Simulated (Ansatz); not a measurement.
# FH6NOSi: the cost of one run

All numbers below are computed with Ansatz 0.2.0 (RHF/cc-pVDZ).

### Step 1. The system as given

Bond lengths: Si1–N2 2.170 Å, N2–H3 1.060 Å, N2–H4 1.060 Å, Si1–H5 1.460 Å, Si1–H6 1.459 Å, Si1–O7 1.679 Å, O7–H8 1.010 Å, Si1–F9 1.890 Å. Angles: Si1–N2–H3 120.0°, Si1–N2–H4 120.0°, H3–N2–H4 120.0°, N2–Si1–H5 109.5°, N2–Si1–H6 109.5°, N2–Si1–O7 109.5°, N2–Si1–F9 71.6°, H5–Si1–H6 109.5°, H5–Si1–O7 109.5°, H5–Si1–F9 67.2°, H6–Si1–O7 109.5°, H6–Si1–F9 176.6°, O7–Si1–F9 72.8°, Si1–O7–H8 109.5°.

Coordinates:

```xyz
10

Si    0.0000    0.0000    0.0000
N     0.0000    0.0000    2.1700
H    -0.8770   -0.2713    2.7000
H     0.8770    0.2713    2.7000
H     1.3768    0.0000   -0.4862
H    -0.6877    1.1914   -0.4862
O    -0.7913   -1.3709   -0.5594
H    -1.2459   -1.8365    0.2129
F     0.9864   -1.4980    0.5960
H     0.6732   -1.0222    1.6919
```

### Step 2. A restrained relaxation towards end A

Springs on the bonds that form and break draw the guess towards this end; the thresholds are loose.

Input file input.yaml:

```yaml
crystal:
  periodic: [false, false, false]
  atoms:
    - { symbol: Si, position_ang: [0.0, 0.0, 0.0] }
    - { symbol: "N", position_ang: [0.0, 0.0, 2.17] }
    - { symbol: H, position_ang: [-0.877, -0.2713, 2.7] }
    - { symbol: H, position_ang: [0.877, 0.2713, 2.7] }
    - { symbol: H, position_ang: [1.3768, 0.0, -0.4862] }
    - { symbol: H, position_ang: [-0.6877, 1.1914, -0.4862] }
    - { symbol: O, position_ang: [-0.7913, -1.3709, -0.5594] }
    - { symbol: H, position_ang: [-1.2459, -1.8365, 0.2129] }
    - { symbol: F, position_ang: [0.9864, -1.498, 0.596] }
    - { symbol: H, position_ang: [0.6732, -1.0222, 1.6919] }
basis:
  gaussian: { orbitals: cc-pVDZ }
hamiltonian:
  xc: hf
relax:
  f_tol: 0.15
  max_steps: 25
  restrain:
    - { distance: [0, 8], at: 2.79, k: 30.0 }
    - { distance: [9, 1], at: 2.26, k: 30.0 }
    - { distance: [0, 1], at: 1.82, k: 30.0 }
    - { distance: [9, 8], at: 0.92, k: 30.0 }
```

Command:

```console
> ansatz run input.yaml --threads 1 --pin off --max-ram 2048MiB --backend cpu --events-out ev --progress --plain --runs-dir out
```

**Question.** How long does this run take on 1 thread of Arm Neoverse V1, shared host, and how much memory does it need?

About 27 s, with a peak of 0.16 GiB.
